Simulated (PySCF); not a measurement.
# Hg(BH4)2: other functionals and bases at one geometry

The task here is to estimate one member of a computed series from the others.

Computed with PySCF 2.14.0. Level: several levels, as the steps say, no spin–orbit coupling.

1 further run of the same task is left out (for a known fault of the program).

## Where the work starts

11 atoms, charge 0, spin multiplicity 1.

Bond lengths: Hg1–B2 2.292 Å, Hg1–H5 1.815 Å, Hg1–B7 2.292 Å, Hg1–H10 1.815 Å, B2–H3 1.218 Å, B2–H4 1.221 Å, B2–H5 1.340 Å, B2–H6 1.217 Å, B7–H8 1.218 Å, B7–H9 1.221 Å, B7–H10 1.340 Å, B7–H11 1.217 Å. Angles: B2–Hg1–H5 35.8°, B2–Hg1–B7 141.8°, B2–Hg1–H10 177.1°, H5–Hg1–B7 177.1°, H5–Hg1–H10 146.7°, B7–Hg1–H10 35.8°, Hg1–B2–H3 133.8°, Hg1–B2–H4 86.1°, Hg1–B2–H5 52.3°, Hg1–B2–H6 90.6°, H3–B2–H4 112.0°, H3–B2–H5 81.7°, H3–B2–H6 113.7°, H4–B2–H5 113.3°, H4–B2–H6 118.3°, H5–B2–H6 112.4°, Hg1–H5–B2 91.9°, Hg1–B7–H8 133.8° and more.

Geometry (Å):

```xyz
11
B2H8Hg
Hg    0.0000    0.0000    0.1047
B     2.1650    0.0478    0.8541
H     3.2487   -0.0655    0.3092
H     1.8747   -0.9428    1.5054
H     1.7389   -0.0094   -0.4149
H     1.9818    1.1413    1.3558
B    -2.1650   -0.0478    0.8541
H    -3.2487    0.0655    0.3092
H    -1.8747    0.9428    1.5054
H    -1.7389    0.0094   -0.4149
H    -1.9818   -1.1413    1.3558
```

Formal oxidation states: Hg +2. An earlier session relaxed this geometry at PBE0, Hg def2-SVP with ECP60, B def2-SVP, H def2-SVP (singlet, point group C2).

At PBE0 on the finer grid: E = -207.770979 Eh, HOMO -8.97 eV, LUMO -1.49 eV, Mulliken charge on Hg1 +0.47 e, largest force component 0.025 eV/Å. 

Levels to run: B3LYP; wB97X; PBE0, TZVP. Hardware: 2 threads of AMD EPYC 9R45 (Zen 5), shared host.

The first run:

run.py (the lines that set the calculation)

```python
mol = gto.M(atom='''
Hg     0.00000     0.00000     0.10474
B      2.16504     0.04785     0.85415
H      3.24872    -0.06546     0.30920
H      1.87473    -0.94276     1.50542
H      1.73889    -0.00936    -0.41486
H      1.98178     1.14125     1.35580
B     -2.16504    -0.04785     0.85415
H     -3.24872     0.06546     0.30920
H     -1.87473     0.94277     1.50542
H     -1.73889     0.00936    -0.41486
H     -1.98178    -1.14125     1.35580''',
    basis={'Hg': 'def2-SVP', 'B': 'def2-SVP', 'H': 'def2-SVP'},
    ecp={'Hg': 'def2-SVP'},
    charge=0, spin=0)
mf = dft.RKS(mol, xc='B3LYP')
mf.grids.atom_grid = (75, 302)
mf = mf.density_fit()  # fitting sets: Hg def2-universal-JKFIT, B def2-universal-JKFIT, H def2-universal-JKFIT
mf.conv_tol = 1e-08; mf.max_cycle = 55
mf.kernel(dm0)  # dm0: the density of the relaxed state
```

On the command line:

```console
$ OMP_NUM_THREADS=2 python run.py
```

Among the steps run: B3LYP; wB97X; PBE0, TZVP.

One table of the session follows, with a row left open; its other results are not shown here.

| level | HOMO (eV) | gap (eV) | charge on Hg1 (e) | dipole (D) | largest force component (eV/Å) |
| --- | --- | --- | --- | --- | --- |
| PBE0 (relaxed here) | -8.97 | 7.48 | 0.47 | 2.47 | 0.03 |
| B3LYP | -8.74 | 7.00 | 0.41 | 2.41 | 0.31 |
| wB97X | ? | ? | ? | ? | ? |
| PBE0, TZVP | -9.04 | 7.58 | 0.58 | 2.33 | 0.23 |

Q: Estimate the row for wB97X from the others.

As computed: HOMO (eV): -11.22; gap (eV): 11.74; charge on Hg1 (e): 0.49; dipole (D): 2.55; largest force component (eV/Å): 0.25. In the column «HOMO (eV)» it is the lowest.

In one basis the HOMO–LUMO gap runs from 7.00 eV (B3LYP) to 11.74 eV (wB97X). The largest leftover force, 0.31 eV/Å with B3LYP, stands at a geometry relaxed at another level. Total energies of different levels can't be compared.
